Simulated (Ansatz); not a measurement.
# Ba2Tl5V3O12 under changes of volume

One of the cells (22.603 Å³/atom); the others are scaled copies at fixed shape and fractional positions:

```
Ba V Tl O
1.0
     6.49009   -6.67692    0.00000
     6.49009    6.67692    0.00000
    -2.00957    0.00000    5.73760
Ba V Tl O
2 3 5 12
Cartesian
  6.4901 0.2782 0.0000
  6.4901 -3.9079 0.0000
  9.8864 1.9304 1.4766
  1.0842 1.9304 4.2610
  5.4853 -0.9938 2.8688
  7.5111 2.3899 3.6563
  3.4595 2.3899 2.0813
  5.4853 6.4755 2.8688
  2.3924 -1.2210 1.2561
  8.5782 -1.2210 4.4815
  0.8441 1.7317 2.5403
  6.4531 0.0639 3.8847
  7.0059 -3.2392 4.8560
  8.1842 1.8299 1.1816
  6.5345 -1.8120 1.7991
  0.1384 0.7388 5.0836
  4.4361 -1.8120 3.9385
  10.8322 0.7388 0.6540
  3.9648 -3.2392 0.8816
  2.7865 1.8299 4.5560
  10.1265 1.7317 3.1973
  4.5175 0.0639 1.8529
```

The cell was built by a generator and needn't be a form met in nature.

| Property | Result |
| --- | --- |
| Program | Ansatz 0.2.0 |
| Functional | PBE |
| Potentials or basis | Ansatz PAW |
| Cutoff | 420 eV (not typed: the program's choice for these potentials) |
| k mesh | 3 × 3 × 5 |
| Occupations | fermi-dirac, width 0.05 eV |
| Spin | collinear spin, ferromagnetic start |
| Starting moments | [0.0, 0.0, 2.0, 2.0, 2.0, 0.0, 0.0, 0.0, 0.0, 0.0, 0.0, 0.0, 0.0, 0.0, 0.0, 0.0, 0.0, 0.0, 0.0, 0.0, 0.0, 0.0] μB |

```tsv
volume (Å³/atom)	energy over the lowest point (meV/atom)	pressure (GPa)	gap on the mesh (eV)	largest force (eV/Å)
21.247	20.22	5.0	2.90	1.294
21.699	8.69	3.2	2.91	0.831
22.151	2.09	1.5	2.91	0.400
22.603	0.00	0.0	2.90	0.005
23.055	1.94	-1.3	2.88	0.370
23.507	7.45	-2.6	2.86	0.715
23.959	?	?	?	?
```

Problem. What does the run at 23.959 Å³/atom give?

Solution. Energy over the lowest point 16.22 meV/atom; pressure -3.6 GPa; gap on the mesh 2.83 eV; largest force 1.035 eV/Å.

Worked out: A Birch-Murnaghan fit of order 3 (a polynomial in V^(-2/3)) to the other rows has its minimum at 22.60 Å³/atom with B0 = V·E''(V) = 71 GPa and B' = 4.4 at fixed shape and positions, which overstates the stiffness. It gives 16.23 meV/atom at 23.959 Å³/atom, against the run's 16.22, and -dE/dV = -3.6 GPa, against -3.6. A parabola through the other rows of the gap, of slope -1.85 eV per unit of ln V there, extrapolates to 2.83 eV, against the run's 2.83.

Energies are extrapolated to zero smearing.

Caveats: odd divisions of the mesh miss points on the zone boundary, where band edges often lie, so the gap on the mesh can be too wide; spin-orbit coupling is left out, which as a rule narrows the gap of such compounds by several tenths of an eV; the starting moments weren't kept; forces of over 1 eV/Å show positions far from the minimum, so gaps and moduli don't describe the material at rest (some runs).

A mesh can miss the band edges.
